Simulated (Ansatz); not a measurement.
Task: a ranking of structure types by relaxed energy of Hf on several prototypes, with the Python package of Ansatz (0.2.0). Give the script and its output. Use (first run): LDA, PAW, cutoff 470 eV, 8×8×8 k-points, Fermi-Dirac smearing of 0.1 eV.

`prototypes.py`
```python
"""Hf on common prototypes, each relaxed."""

import warnings

import ansatz as az
import numpy as np
import spglib


def sc(a_site, a):
    return (
        az.Lattice.cubic(a)
        .space_group(221)
        .atom(a_site, [0, 0, 0])
    )


def fcc(a_site, a):
    return (
        az.Lattice.fcc(a)
        .space_group(225)
        .atom(a_site, [0, 0, 0])
        .primitive()
    )


def diamond(A, a):
    return az.Crystal.diamond(A, a=a)


def bcc(A, a):
    return az.Crystal.bcc(A, a=a)


def solve(name, crystal, relax=True):
    calc = crystal.calculation()
    calc = calc.basis(470)
    calc = calc.functional("lda").kpoints(spacing=0.3)
    calc = calc.occupations("fermi_dirac", width=0.1)
    calc = calc.stress().band_table()
    if relax:
        calc = calc.relax(force_tolerance=0.01, max_steps=60, cell=True)
    return calc.run(threads=1)

def bulk_modulus(name, outcome, step=0.015):
    # B = -V dP/dV from the pressures of two uniformly scaled cells, atoms held at their fractions
    pressure = []
    for factor in (1 - step, 1.0, 1 + step):
        cell = az.Crystal(lattice=az.Lattice.of(outcome.lattice.cell_ang * factor ** (1 / 3)))
        for site in outcome.report["lattice"]["sites"]:
            cell = cell.atom(site["symbol"], site["position_frac"])
        pressure.append(np.trace(solve(name, cell, relax=False).report["stress_gpa"]) / 3)
    slope, bend = (pressure[0] - pressure[2]) / (2 * step), abs(pressure[0] + pressure[2] - 2 * pressure[1])
    # a jump of mesh or basis between the cells shows as a kink: no modulus then
    return float(slope) if bend < 12 * step**2 * abs(slope) + 0.15 and abs(pressure[1]) < 1.5 else float("nan")


def volume_per_atom(outcome):
    return abs(np.linalg.det(outcome.lattice.cell_ang)) / len(outcome.lattice.sites)


def pressure_gpa(outcome):
    return float(np.trace(outcome.report["stress_gpa"]) / 3)


def space_group(outcome):
    sites = outcome.report["lattice"]["sites"]
    kinds = sorted({site["symbol"] for site in sites})
    cell = (outcome.lattice.cell_ang, [site["position_frac"] for site in sites], [kinds.index(site["symbol"]) for site in sites])
    return spglib.get_spacegroup(cell, symprec=0.01)

# a is a first guess in angstrom
warnings.simplefilter("ignore", az.DeckWarning)

phases = {}
phases["sc"] = sc("Hf", 2.91)
phases["fcc"] = fcc("Hf", 4.47)
phases["diamond"] = diamond("Hf", 6.15)
phases["bcc"] = bcc("Hf", 3.55)

done = {}
for name, crystal in phases.items():
    try:
        done[name] = solve(name, crystal)
    except az.NonConvergedError as error:
        print(name, "did not converge:", str(error)[:120])

energy = {name: o.report["energy_sigma0_ev"] / len(o.lattice.sites) for name, o in done.items()}
lowest = min(energy.values())
rows = [(name, len(o.lattice.sites), 1000 * (energy[name] - lowest), volume_per_atom(o), pressure_gpa(o), space_group(o), bulk_modulus(name, o)) for name, o in done.items()]
rows.sort(key=lambda row: row[2])
print("| phase | atoms | dE (meV/atom) | V (A^3/atom) | P (GPa) | space group | B (GPa) |")
print("| --- | --- | --- | --- | --- | --- | --- |")
for row in rows:
    print(f"| {row[0]} | {row[1]:d} | {row[2]:.1f} | {row[3]:.3f} | {row[4]:.2f} | {row[5]} | {row[6]:.0f} |")
```

Running `python prototypes.py` prints:
```text
| phase | atoms | dE (meV/atom) | V (A^3/atom) | P (GPa) | space group | B (GPa) |
| --- | --- | --- | --- | --- | --- | --- |
| fcc | 1 | 0.0 | 20.854 | -0.03 | Fm-3m (225) | 114 |
| bcc | 1 | 76.1 | 20.395 | -0.01 | Im-3m (229) | 110 |
| sc | 1 | 984.4 | 22.770 | -0.05 | Pm-3m (221) | 85 |
| diamond | 2 | 2676.9 | 30.366 | 0.01 | Fd-3m (227) | 26 |
```

By space group at the end of each run: Fm-3m (+0 meV an atom, 20.9 Å³), Im-3m (+76 meV an atom, 20.4 Å³), Pm-3m (+984 meV an atom, 22.8 Å³) and Fd-3m (+2677 meV an atom, 30.4 Å³).

For the metals among these phases the mesh is modest: differences between phases can be off by up to 40 meV an atom. Pressure is positive in compression. Spin-orbit coupling, which matters for elements this heavy, is left out. The cells are built on prototypes, so most aren't the phase found in nature. Rows bear the name of their start, and a relaxation keeps or raises the symmetry. Differences under about 40 meV an atom lie within the error of mesh and functional. Finished in 43 s on 1 thread of Arm Neoverse V1 (shared host), peak memory 0.42 GiB.

(Lines on the test bed's own set-up are left out of the output.)
